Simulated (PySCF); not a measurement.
# SrS−: from the state search to spectroscopic constants

One table from this session's results is given with a row withheld; the runs are named, their logs left out.

Computed with PySCF 2.14.0. Level: Sr def2-SVPD with ECP28, S def2-SVPD, scalar-relativistic core potentials.

2 further runs of the same task are left out: 2 set aside as unsound or not needed.

Set-up of the first run:

A driver script around PySCF takes these settings:

```
atoms                         : Sr, S
charge                        : -1
basis                         : Sr def2-SVPD with ECP28, S def2-SVPD
Hamiltonian                   : scalar-relativistic core potentials
basis functions               : 53
electrons treated             : 27
masses in u                   : 87.9056, 31.9721
levels                        : PBE0, PBE, r²SCAN, TPSSh, M06, revPBE, CAM-B3LYP, HF, MP2, SCS-MP2, CCSD, CCSD(T)
grid                          : 80 radial by 434 angular points
occupations                   : held fixed by the projection of orbital angular momentum
dissociation limit            : Sr + S−, each in its ground configuration
starting distance in angstrom : 2.795
values of 2S to try           : 1, 3
```

Command:

```console
$ OMP_NUM_THREADS=1 python dia.py task.json out
```

Among the steps run: Input; PBE0 along the bond; Higher solutions at PBE0; PBE; r²SCAN; TPSSh; M06 (hybrid meta-GGA); revPBE (GGA); CAM-B3LYP (range-separated hybrid); UHF (mean field); Adding correlation.

One table of the session follows, with a row left open; its other results are not shown here.

Differences from CCSD(T) in the same basis:

| level | Re (mÅ) | ωe (%) |
| --- | --- | --- |
| UHF | -14 | +8.7 |
| UHF-MP2 | -17 | +3.7 |
| UHF-SCS-MP2 | -12 | +3.5 |
| UHF-CCSD | -14 | +4.0 |
| PBE | -55 | +3.2 |
| revPBE | -45 | +2.1 |
| r²SCAN | -58 | +7.0 |
| TPSSh | -52 | +6.1 |
| PBE0 | -66 | +7.8 |
| M06 | -48 | +0.9 |
| CAM-B3LYP | ? | ? |

**Question.** Estimate the row for CAM-B3LYP.

The run gave: Re (mÅ): -54; ωe (%): +7.4. In the column «Re (mÅ)» it lies between PBE (-55) and TPSSh (-52).

Hartree–Fock makes the bond too short and too stiff against this reference, as it mostly does. CCSD(T) in a basis this small is itself some way from its limit, more so than the functionals.
